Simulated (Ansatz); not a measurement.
# K+ with CH2O: structure and interaction energy

An exercise on one series of results from a longer session: the logs are not shown, and one member is left open.

Method: PBE0-D4 structure, single points in def2-TZVPPD; program: Ansatz 0.2.0, Gaussian basis.

Levels: PBE-D4, revPBE-D4, BLYP-D4, r2SCAN-D4, B97M-V, PBE0-D4, B3LYP-D4, HSE06-D4, wB97X-V, wB97M-V, B2PLYP, Hartree-Fock, MP2, CCSD, CCSD(T). The reference is CCSD(T) extrapolated to the basis limit. For elements past Ar these valence bases correlate outer-core shells poorly and lack relativity, so that limit is rough.

Correlated methods freeze the cores. The outer core shell of Li, Na, Mg and K is correlated. B3LYP uses VWN-RPA correlation. B2PLYP carries no dispersion term here.

164 further runs of the same task are left out: 1 that didn't finish, 163 set aside as unsound or not needed.

### Where the work starts

The pair, from a GFN2-xTB docking trial: 5 atoms, charge 1, spin multiplicity 1.

Atoms are counted from 1 here; the program's logs count them from 0.

Bond lengths: K1–O3 2.292 Å, C2–O3 1.205 Å, C2–H4 1.100 Å, C2–H5 1.101 Å. Angles: O3–C2–H4 121.6°, O3–C2–H5 122.0°, H4–C2–H5 116.2°, K1–O3–C2 178.6°.

As a file:

```xyz
5
CH2KO
K    -2.0514    0.2955   -1.8654
C     0.5183   -0.0915    0.4739
O    -0.3800    0.0446   -0.3176
H     1.5642   -0.1914    0.1482
H     0.3489   -0.0572    1.5608
```

Atoms 1 to 1 are fragment A (K+), the rest fragment B (CH2O).

The first run:

The input, pre/in.yaml:

```yaml
crystal:
  periodic: [false, false, false]
  atoms:
    - {symbol: K, position_ang: [-2.051400, 0.295500, -1.865400]}
    - {symbol: C, position_ang: [0.518300, -0.091500, 0.473900]}
    - {symbol: O, position_ang: [-0.380000, 0.044600, -0.317600]}
    - {symbol: H, position_ang: [1.564200, -0.191400, 0.148200]}
    - {symbol: H, position_ang: [0.348900, -0.057200, 1.560800]}
basis:
  gaussian: {orbitals: def2-SVP}
total_charge: 1
hamiltonian: {xc: pbe, dispersion: d4}
relax: {f_tol: 0.03, max_steps: 250}
```

Command:

```sh
$ ansatz run in.yaml --threads 2 --pin off --events-out ev --progress --plain --max-ram 5222MiB
```

Among the steps run: A first relaxation in a small basis; Relaxation at PBE0-D4; wB97X-V/def2-TZVPPD; wB97M-V/def2-TZVPPD; B2PLYP/def2-TZVPPD; B97M-V/def2-TZVPPD; CCSD(T)/def2-TZVPPD; MP2/def2-QZVPPD; Hartree-Fock/STO-3G; SPW92/def2-SVP; wB97M-V/def2-SVP; CCSD(T)/def2-SVP; Vibrations of the pair.

One table of the session follows, with a row left open; its other results are not shown here.

```
      method  interaction (kJ/mol)
      PBE-D4                -76.71
   revPBE-D4                -72.15
     BLYP-D4                -77.23
   r2SCAN-D4                -77.76
      B97M-V                -77.63
     PBE0-D4                -80.11
    B3LYP-D4                -81.31
    HSE06-D4                -80.05
     wB97X-V                     ?
     wB97M-V                -80.39
      B2PLYP                -77.91
Hartree-Fock                -83.46
         MP2                -75.29
        CCSD                -76.41
     CCSD(T)                -75.12
 CCSD(T)/CBS                -79.60
```

Estimate the missing values for wB97X-V.

The run gave: interaction (kJ/mol): -80.96. In the column «interaction (kJ/mol)» it lies between B3LYP-D4 (-81.31) and wB97M-V (-80.39).
